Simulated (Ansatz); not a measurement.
**H₃NbO₃S: how energies converge with the basis set**

Aim: see how fast density functionals converge with the basis set for H₃NbO₃S.

Program: Ansatz 0.2.0, Gaussian basis. Level of theory: one geometry, several basis sets. These are calculated values, not measurements.

Plan: PBE0-D4/def2-SVP; ωB97M-V/def2-SVP; PBE0-D4/def2-QZVPP; ωB97M-V/def2-QZVPP; the functionals' def2-TZVPP values are taken from earlier runs.

## 1. The relaxed structure

The geometry comes from an earlier relaxation with PBE0-D4 in a triple-zeta def2 set; it is a stationary point, not always the lowest conformer. Nb takes the def2 core potential; no spin-orbit term is included.

SMILES `[OH][Nb]([OH])([OH])=[S]`, 8 atoms, charge 0, spin multiplicity 1.

Atoms are counted from 1 here; the program's logs count them from 0.

Bond lengths: O1–Nb2 1.886 Å, O1–H6 0.958 Å, Nb2–O3 1.886 Å, Nb2–O4 1.886 Å, Nb2–S5 2.148 Å, O3–H7 0.958 Å, O4–H8 0.958 Å. Angles: Nb2–O1–H6 130.0°, O1–Nb2–O3 109.0°, O1–Nb2–O4 109.0°, O1–Nb2–S5 109.9°, O3–Nb2–O4 109.0°, O3–Nb2–S5 109.9°, O4–Nb2–S5 109.9°, Nb2–O3–H7 129.9°, Nb2–O4–H8 129.9°.

## 2. PBE0-D4 in def2-SVP

in.yaml reads:

```yaml
crystal:
  periodic: [false, false, false]
  atoms:
    - {symbol: O, position_ang: [-1.123134, 1.485346, 0.031359]}
    - {symbol: Nb, position_ang: [0.032387, -0.003678, -0.031560]}
    - {symbol: O, position_ang: [0.978300, -0.117344, 1.595975]}
    - {symbol: O, position_ang: [-0.994000, -1.569659, -0.257105]}
    - {symbol: S, position_ang: [1.410666, 0.208352, -1.665210]}
    - {symbol: H, position_ang: [-1.162570, 2.258200, -0.534038]}
    - {symbol: H, position_ang: [1.921973, -0.094218, 1.761801]}
    - {symbol: H, position_ang: [-0.971423, -2.223999, -0.957022]}
basis:
  gaussian: {orbitals: def2-SVP}
hamiltonian: {xc: pbe0, dispersion: d4}
output: {orbitals: {seedname: orbitals}}
```

Command:

```sh
ansatz run in.yaml --threads 4 --pin off --events-out ev --progress --plain --max-ram 10444MiB
```

Further steps of the session: ωB97M-V in def2-SVP; PBE0-D4 in def2-QZVPP; ωB97M-V in def2-QZVPP.

**Question.** What will the summary of the whole plan be? Wanted: PBE0-D4: double and triple zeta above quadruple; ωB97M-V: double and triple zeta above quadruple.

**Answer**, as computed:

| quantity | value |
| --- | --- |
| PBE0-D4: double and triple zeta above quadruple | 12.61, 0.76 eV |
| ωB97M-V: double and triple zeta above quadruple | 12.71, 0.73 eV |

**Reading.** For PBE0-D4 the step from double to triple zeta gains 11.84 eV and the next only 0.76 eV. These are total energies; as a rule much of such shifts cancels in differences, which this series doesn't test.
